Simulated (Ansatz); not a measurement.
Crystal: V2NiN2.

```
Ni V N
1.0
    -1.43575    1.43575    5.83017
     1.43575   -1.43575    5.83017
     1.43575    1.43575   -5.83017
Ni V N
1 2 2
Direct
  0.00000 0.00000 0.00000
  0.33344 0.33344 0.00000
  0.66656 0.66656 0.00000
  0.84034 0.84034 0.00000
  0.15966 0.15966 0.00000
```

The cell comes from a database or a generator and needn't be the stable form of this composition.

Base run:

```yaml
Program: Ansatz 0.2.0
Functional: PBE
Potentials_or_basis: Ansatz PAW
Cutoff: "420 eV (not typed: the program's choice for these potentials)"
k_mesh: 11 × 11 × 11
Occupations: fermi-dirac, width 0.05 eV
Spin: collinear spin, ferromagnetic start
Starting_moments: "[0.5, 1.0, 1.0, 0.0, 0.0] μB"
Fixed_moment: 2.5 μB
```

Its results: pressure 4.3 GPa; site moments Ni +0.41; V +0.82; N +0.00 μB; largest force 0.102 eV/Å.

**Question.** The run is repeated on the same cell with these changes: fixed moment from 2.5 μB to 5 μB; moments at the start from [0.5, 1.0, 1.0, 0.0, 0.0] to [1.0, 2.0, 2.0, 0.0, 0.0]. What comes out?

**Answer.** Pressure 18.9 GPa; site moments Ni +0.92; V +1.44; N +0.04 μB; largest force 0.519 eV/Å.

Caveats: the total moment is fixed, so each spin has its own Fermi level; a cell with one magnetic atom can't hold antiferromagnetic order, which such compounds often take; the thresholds are loose for stress.
